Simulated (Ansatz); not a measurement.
# CH4FGaO: how energies converge with the basis set

How large a basis does CH4FGaO need? Two functionals are run in growing sets.

Method: one geometry, several basis sets; program: Ansatz 0.2.0, Gaussian basis.

Plan: PBE0-D4/def2-SVP; ωB97M-V/def2-SVP; PBE0-D4/def2-QZVPP; ωB97M-V/def2-QZVPP; the functionals' def2-TZVPP values are taken from earlier runs.

### 1 The geometry

The geometry comes from an earlier relaxation with PBE0-D4 in a triple-zeta def2 set; it is a stationary point, not always the lowest conformer.

SMILES `FC[O][GaH2]`, 8 atoms, charge 0, spin multiplicity 1.

Atoms are counted from 1 here; the program's logs count them from 0.

Bond lengths: F1–C2 1.482 Å, C2–O3 1.328 Å, C2–H5 1.097 Å, C2–H6 1.097 Å, O3–Ga4 1.870 Å, Ga4–H7 1.559 Å, Ga4–H8 1.558 Å. Angles: F1–C2–O3 105.9°, F1–C2–H5 103.3°, F1–C2–H6 103.3°, O3–C2–H5 115.2°, O3–C2–H6 115.2°, H5–C2–H6 112.1°, C2–O3–Ga4 103.9°, O3–Ga4–H7 114.3°, O3–Ga4–H8 114.3°, H7–Ga4–H8 129.7°.

Coordinates:

| atom | x (Å) | y (Å) | z (Å) |
| --- | --- | --- | --- |
| F1 | 0.19545 | 1.10217 | -0.58255 |
| C2 | -1.06991 | 0.39902 | -0.26304 |
| O3 | -0.71721 | -0.72457 | 0.34997 |
| Ga4 | 1.15085 | -0.64384 | 0.39729 |
| H5 | -1.61009 | 1.12217 | 0.36046 |
| H6 | -1.54107 | 0.26742 | -1.24492 |
| H7 | 1.73623 | -0.09443 | 1.73312 |
| H8 | 1.85577 | -1.42796 | -0.75030 |

### 2 PBE0-D4 in def2-SVP

in.yaml

```yaml
crystal:
  periodic: [false, false, false]
  atoms:
    - {symbol: F, position_ang: [0.195446, 1.102167, -0.582553]}
    - {symbol: C, position_ang: [-1.069911, 0.399022, -0.263044]}
    - {symbol: O, position_ang: [-0.717207, -0.724570, 0.349969]}
    - {symbol: Ga, position_ang: [1.150846, -0.643837, 0.397290]}
    - {symbol: H, position_ang: [-1.610093, 1.122173, 0.360457]}
    - {symbol: H, position_ang: [-1.541075, 0.267423, -1.244923]}
    - {symbol: H, position_ang: [1.736231, -0.094429, 1.733119]}
    - {symbol: H, position_ang: [1.855772, -1.427960, -0.750305]}
basis:
  gaussian: {orbitals: def2-SVP}
hamiltonian: {xc: pbe0, dispersion: d4}
output: {orbitals: {seedname: orbitals}}
```

On the command line:

```sh
ansatz run in.yaml --threads 2 --pin off --events-out ev --progress --plain --max-ram 4352MiB
```

Output:

```text
Functional definition: PBE0
  name "PBE0"
  cite "Adamo & Barone, J. Chem. Phys. 110, 6158 (1999) doi:10.1063/1.478522"
  cite "Perdew, Burke & Ernzerhof, Phys. Rev. Lett. 77, 3865 (1996) doi:10.1103/PhysRevLett.77.3865"
  parent pbe
  parameter a = 0.25
  parameter kappa = 0.804
  parameter beta = 0.06672455060314922
  exchange = (1 - a)*pbe_x(kappa = kappa, mu = beta*pi^2/3) + a*exact_x
  correlation = pbe_c(beta = beta)
932 factors; integrals over basis functions are off by at most 1.4e-3 eV
mean field evaluation 1: about -58216.2909 eV, gradient 4.6e1 eV
mean field evaluation 2: about -58210.6628 eV, gradient 7.3e1 eV
mean field evaluation 4: about -58219.8512 eV, gradient 3.8e0 eV
mean field evaluation 8: about -58220.0010 eV, gradient 1.5e-1 eV
mean field evaluation 16: about -58220.0011 eV, gradient 9.5e-6 eV
mean field -58220.00109777 eV, -2139.5455774091 hartree, gradient 9.5e-6 eV, S^2 0.000000; 0 other end points of the search recorded, 0 dependent functions left out
reference -58220.00112691 eV, -2139.5455784799 hartree; 29, 29 occupied and 65, 65 virtual orbitals, 932 factors
Total energy: -58220.11470210 eV, -2139.5497522910 hartree
```

It took 1.6 s on 2 threads of Arm Neoverse V1, shared host.

### 3 ωB97M-V in def2-SVP

in.yaml: that of step 2 with these lines changed.

```diff
@@ -13,3 +13,3 @@
   gaussian: {orbitals: def2-SVP}
-hamiltonian: {xc: pbe0, dispersion: d4}
+hamiltonian: {xc: {name: wB97M-V}}
 output: {orbitals: {seedname: orbitals}}
```

Same command.

Output, cut to the lines that bear on the results:

```text
Functional definition: wB97M-V
  name "wB97M-V"
  cite "Mardirossian & Head-Gordon, J. Chem. Phys. 144, 214110 (2016) doi:10.1063/1.4952647"
  cite "Becke, J. Chem. Phys. 107, 8554 (1997) doi:10.1063/1.475007"
  cite "Vydrov & Van Voorhis, J. Chem. Phys. 133, 244103 (2010) doi:10.1063/1.3521275"
  # Of w^i u^j: cxij and so on, Table III.
[...]
  gx(w, u) = 1 - cx + cx01*u + cx10*w
  gss(w, u) = css00 + css04*u^4 + css10*w + css20*w^2 + css43*w^4*u^3
  gos(w, u) = cos00 + cos10*w + (cos20 + cos21*u)*w^2 + (cos60 + cos61*u)*w^6
[...]
      + integral(e_c_pw_mod_opposite_spin*gos(b97_w_opposite, b97_u_opposite)) + vv10(b, c)
932 factors; integrals over basis functions are off by at most 1.4e-3 eV
234 factors; integrals over basis functions are off by at most 5.1e-6 eV
[...]
mean field -58228.15707505 eV, -2139.8453040457 hartree, gradient 3.6e-5 eV, S^2 0.000000; 0 other end points of the search recorded, 0 dependent functions left out
reference -58228.15712172 eV, -2139.8453057606 hartree; 29, 29 occupied and 65, 65 virtual orbitals, 932 factors
Total energy: -58228.15712172 eV, -2139.8453057606 hartree
```

Wall time 7.5 s (2 threads of Arm Neoverse V1, shared host).

### 4 PBE0-D4 in def2-QZVPP

in.yaml: that of step 3 with these lines changed.

```diff
@@ -12,4 +12,4 @@
 basis:
-  gaussian: {orbitals: def2-SVP}
-hamiltonian: {xc: {name: wB97M-V}}
+  gaussian: {orbitals: "def2-QZVPP.json"}
+hamiltonian: {xc: pbe0, dispersion: d4}
 output: {orbitals: {seedname: orbitals}}
```

Launched as before.

Output:

```text
Functional definition: PBE0
  name "PBE0"
  cite "Adamo & Barone, J. Chem. Phys. 110, 6158 (1999) doi:10.1063/1.478522"
  cite "Perdew, Burke & Ernzerhof, Phys. Rev. Lett. 77, 3865 (1996) doi:10.1103/PhysRevLett.77.3865"
  parent pbe
  parameter a = 0.25
  parameter kappa = 0.804
  parameter beta = 0.06672455060314922
  exchange = (1 - a)*pbe_x(kappa = kappa, mu = beta*pi^2/3) + a*exact_x
  correlation = pbe_c(beta = beta)
1372 factors; their error is unknown
mean field evaluation 1: about -58230.3111 eV, gradient 5.6e1 eV
mean field evaluation 2: about -58221.2929 eV, gradient 9.2e1 eV
mean field evaluation 4: about -58235.0574 eV, gradient 6.0e0 eV
mean field evaluation 8: about -58235.2563 eV, gradient 6.0e-1 eV
mean field evaluation 16: about -58235.2565 eV, gradient 2.2e-5 eV
mean field -58235.25645628 eV, -2140.1062014937 hartree, gradient 2.2e-5 eV, S^2 0.000000; 0 other end points of the search recorded, 0 dependent functions left out
reference -58235.25649610 eV, -2140.1062029572 hartree; 29, 29 occupied and 351, 351 virtual orbitals, 1372 factors
Total energy: -58235.37007129 eV, -2140.1103767683 hartree
```

Run time: 11 s. Hardware: 2 threads of Arm Neoverse V1, shared host; peak memory 1 GiB.

### 5 ωB97M-V in def2-QZVPP

in.yaml: that of step 4 with these lines changed.

```diff
@@ -13,3 +13,3 @@
   gaussian: {orbitals: "def2-QZVPP.json"}
-hamiltonian: {xc: pbe0, dispersion: d4}
+hamiltonian: {xc: {name: wB97M-V}}
 output: {orbitals: {seedname: orbitals}}
```

Launched as before.

Output, cut to the lines that bear on the results:

```text
Functional definition: wB97M-V
  name "wB97M-V"
  cite "Mardirossian & Head-Gordon, J. Chem. Phys. 144, 214110 (2016) doi:10.1063/1.4952647"
  cite "Becke, J. Chem. Phys. 107, 8554 (1997) doi:10.1063/1.475007"
  cite "Vydrov & Van Voorhis, J. Chem. Phys. 133, 244103 (2010) doi:10.1063/1.3521275"
  # Of w^i u^j: cxij and so on, Table III.
[...]
  gx(w, u) = 1 - cx + cx01*u + cx10*w
  gss(w, u) = css00 + css04*u^4 + css10*w + css20*w^2 + css43*w^4*u^3
  gos(w, u) = cos00 + cos10*w + (cos20 + cos21*u)*w^2 + (cos60 + cos61*u)*w^6
[...]
      + integral(e_c_pw_mod_opposite_spin*gos(b97_w_opposite, b97_u_opposite)) + vv10(b, c)
1367 factors; their error is unknown
290 factors; integrals over basis functions are off by at most 6.4e-6 eV
[...]
mean field -58243.52368863 eV, -2140.4100166787 hartree, gradient 3.3e-5 eV, S^2 0.000000; 0 other end points of the search recorded, 0 dependent functions left out
reference -58243.52375118 eV, -2140.4100189776 hartree; 29, 29 occupied and 351, 351 virtual orbitals, 1367 factors
Total energy: -58243.52375118 eV, -2140.4100189776 hartree
```

Run time: 25 s. Hardware: 2 threads of Arm Neoverse V1, shared host; peak memory 1.3 GiB.

### 6 Functionals by basis

The def2-TZVPP values come from earlier runs at the same geometry.

| functional | basis | functions | energy (eV) | from the largest (eV) | HOMO (eV) | LUMO (eV) |
| --- | --- | --- | --- | --- | --- | --- |
| PBE0-D4 | def2-SVP | 94 | -58220.1147 | 15.255 | -7.55 | -0.71 |
| PBE0-D4 | def2-TZVPP | 197 | -58233.8580 | 1.512 | -7.65 | -0.86 |
| PBE0-D4 | def2-QZVPP | 380 | -58235.3701 | 0.000 | -7.67 | -0.94 |
| ωB97M-V | def2-SVP | 94 | -58228.1571 | 15.367 | -9.86 | 1.03 |
| ωB97M-V | def2-TZVPP | 197 | -58242.0643 | 1.459 | -9.98 | 0.82 |
| ωB97M-V | def2-QZVPP | 380 | -58243.5238 | 0.000 | -10.01 | 0.54 |

### 7 What came out

| quantity | value |
| --- | --- |
| PBE0-D4: double and triple zeta above quadruple | 15.26, 1.51 eV |
| ωB97M-V: double and triple zeta above quadruple | 15.37, 1.46 eV |

In words: PBE0-D4 gains 13.74 eV from double to triple zeta, then 1.51 eV more. These are total energies; as a rule much of such shifts cancels in differences, which this series doesn't test.

For PBE0-D4 the largest set took about 6 times as long as the smallest (11 s against 1.6 s).
